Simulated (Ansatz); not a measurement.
# C₂H₈OSeSn: up Jacob's ladder to CCSD(T)

An exercise on one series of results from a longer session: the logs are not shown, and one member is left open.

The runs use Ansatz 0.2.0, Gaussian basis; functionals in def2-TZVPP, the program's frozen cores in correlated methods.

Levels to be run: PBE-D4, r2SCAN-D4, PBE0-D4, B3LYP-D4, ωB97X-V, ωB97M-V, B2PLYP; CCSD(T)/def2-TZVPP; MP2/def2-QZVPP; extrapolation to the limit.

**The geometry**

An earlier PBE0-D4 in a triple-zeta def2 set relaxation fixed the geometry. Sn takes the def2 core potential; no spin-orbit term is included.

SMILES `C[O][SnH]([CH3])[SeH]`, 13 atoms, charge 0, spin multiplicity 1.

Atoms are counted from 1 here; the program's logs count them from 0.

Bond lengths: C1–O2 1.403 Å, C1–H6 1.094 Å, C1–H7 1.098 Å, C1–H8 1.100 Å, O2–Sn3 1.967 Å, Sn3–C4 2.120 Å, Sn3–Se5 2.535 Å, Sn3–H9 1.712 Å, C4–H10 1.089 Å, C4–H11 1.090 Å, C4–H12 1.089 Å, Se5–H13 1.468 Å. Angles: O2–C1–H6 108.4°, O2–C1–H7 112.3°, O2–C1–H8 112.4°, H6–C1–H7 107.8°, H6–C1–H8 107.7°, H7–C1–H8 108.0°, C1–O2–Sn3 120.2°, O2–Sn3–C4 103.2°, O2–Sn3–Se5 108.2°, O2–Sn3–H9 107.6°, C4–Sn3–Se5 111.1°, C4–Sn3–H9 118.0°, Se5–Sn3–H9 108.2°, Sn3–C4–H10 110.2°, Sn3–C4–H11 109.1°, Sn3–C4–H12 108.9°, H10–C4–H11 109.8°, H10–C4–H12 109.6° and more.

The first run:

The input, in.yaml:

```yaml
crystal:
  periodic: [false, false, false]
  atoms:
    - {symbol: C, position_ang: [-0.062600, -0.763937, -2.161537]}
    - {symbol: O, position_ang: [-0.157588, -1.034400, -0.787748]}
    - {symbol: Sn, position_ang: [0.359268, 0.332778, 0.528054]}
    - {symbol: C, position_ang: [-0.229183, -0.527504, 2.374048]}
    - {symbol: Se, position_ang: [-0.963980, 2.439643, 0.042383]}
    - {symbol: H, position_ang: [-0.446691, -1.629076, -2.710384]}
    - {symbol: H, position_ang: [-0.655660, 0.112349, -2.456618]}
    - {symbol: H, position_ang: [0.975124, -0.596897, -2.485151]}
    - {symbol: H, position_ang: [2.019531, 0.676939, 0.293762]}
    - {symbol: H, position_ang: [0.060206, 0.120094, 3.200737]}
    - {symbol: H, position_ang: [0.250067, -1.500306, 2.482156]}
    - {symbol: H, position_ang: [-1.310805, -0.657380, 2.373555]}
    - {symbol: H, position_ang: [0.162332, 3.027686, -0.693257]}
basis:
  gaussian: {orbitals: def2-TZVPP}
hamiltonian: {xc: pbe, dispersion: d4}
output: {forces: true, orbitals: {seedname: orbitals}}
```

Run with:

```sh
$ ansatz run in.yaml --threads 2 --pin off --events-out ev --progress --plain --max-ram 22528MiB --backend cuda --devices 0, --max-vram 18GiB
```

Among the steps run: PBE-D4 (GGA); r2SCAN-D4 (meta-GGA); PBE0-D4 (hybrid); B3LYP-D4 (hybrid); ωB97X-V (range-separated); ωB97M-V (range-separated); B2PLYP (double hybrid); CCSD(T) in def2-TZVPP; MP2 in def2-QZVPP.

One table of the session follows, with a row left open; its other results are not shown here.

```
            method  atomisation energy (kJ/mol)
            PBE-D4                       4397.2
         r2SCAN-D4                       4346.1
           PBE0-D4                       4325.8
          B3LYP-D4                       4328.5
           ωB97X-V                            ?
           ωB97M-V                       4334.1
            B2PLYP                       4278.8
     HF/def2-TZVPP                       3098.2
    MP2/def2-TZVPP                       4272.5
   CCSD/def2-TZVPP                       4182.0
CCSD(T)/def2-TZVPP                       4248.6
           MP2/CBS                       4399.6
       CCSD(T)/CBS                       4375.6
```

Q: Estimate the row for ωB97X-V from the others.

**Answer.** atomisation energy (kJ/mol): 4357.9. In the column «atomisation energy (kJ/mol)» it lies between r2SCAN-D4 (4346.1) and CCSD(T)/CBS (4375.6).

To keep in mind: Free atoms (2 C, 1 O, 1 Sn, 1 Se, 8 H) were run apart at each level; the atomisation energy is their sum less the molecule, without zero-point or spin-orbit terms.
